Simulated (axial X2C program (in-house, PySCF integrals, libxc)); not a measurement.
**A two-component session on TiF⁺: properties at the nuclei**

Wanted for TiF⁺: properties at the nuclei, at the two-component level.

The runs use an in-house X2C program for linear molecules on PySCF integrals; two-component X2C with atomic mean-field terms, Ti dyall-cv3z, F dyall-av3z.

All values are calculated.

### Step 1. Input

File task.json:

```json
{"zs": [22, 9], "q": 1, "bas": ["dyall-cv3z", "dyall-av3z"], "r0": 2.0, "levels": ["PBE0", "HF", "B3LYP", "PBE50", "BP86"], "nst": 3}
```

Keys: zs atomic numbers; q charge; bas basis sets; r0 starting distance in Å; levels methods (HF also brings MP2); nst determinants followed.

Started as:

```
$ python soeom.py task.json out
```

The runs that follow: Expectation values, lowest determinant; Expectation values, a higher determinant; Expectation values, a higher determinant.

Before running it: what results should come out? Wanted: lowest determinant; Eeff magnitude; Ws magnitude Ti; A∥/gI Ti; qzz Ti; higher determinant (for each run or level that gives them).

**Answer**, as computed:

| quantity | value |
| --- | --- |
| lowest determinant | Ω = 1 (excess of +ω over −ω: ω = -3/2, ω = 5/2) |
| Eeff magnitude (GV/cm), PBE0 | 0.037 |
| Ws magnitude Ti (kHz), PBE0 | 0.0149 |
| A∥/gI Ti (MHz), PBE0 | -303 |
| qzz Ti (a.u.), PBE0 | 0.97 |
| higher determinant | Ω = 2 (excess of +ω over −ω: ω = 1/2, ω = 3/2) |
| Eeff magnitude (GV/cm), PBE0, higher determinant | 0.0427 |
| Ws magnitude Ti (kHz), PBE0, higher determinant | 0.00319 |
| A∥/gI Ti (MHz), PBE0, higher determinant | 379 |
| qzz Ti (a.u.), PBE0, higher determinant | -0.55 |
| higher determinant | Ω = 4 (excess of +ω over −ω: ω = 3/2, ω = 5/2) |
| Eeff magnitude (GV/cm), PBE0, higher determinant | 0.0468 |
| Ws magnitude Ti (kHz), PBE0, higher determinant | 0.00189 |
| A∥/gI Ti (MHz), PBE0, higher determinant | 86.9 |
| qzz Ti (a.u.), PBE0, higher determinant | -0.55 |

In the first state, the effective field runs from 0.0326 to 0.0535 GV/cm over the mean-field levels. The expectation values come from single determinants, which for open shells can mix terms of unlike spin or miss the lowest Ω, so a determinant need not be a state. Eeff is the effective electric field on the electron dipole moment in this Ω state and Ws the scalar–pseudoscalar constant (defined with the proton number Z and per Ω); A∥ is the parallel hyperfine constant, which follows by multiplying with the nuclear g factor gI = μI/(I μN); qzz is the electric field gradient, eQq0 = 234.96 MHz × Q/barn × qzz. The operators were transformed with the bare-nucleus X2C matrices.
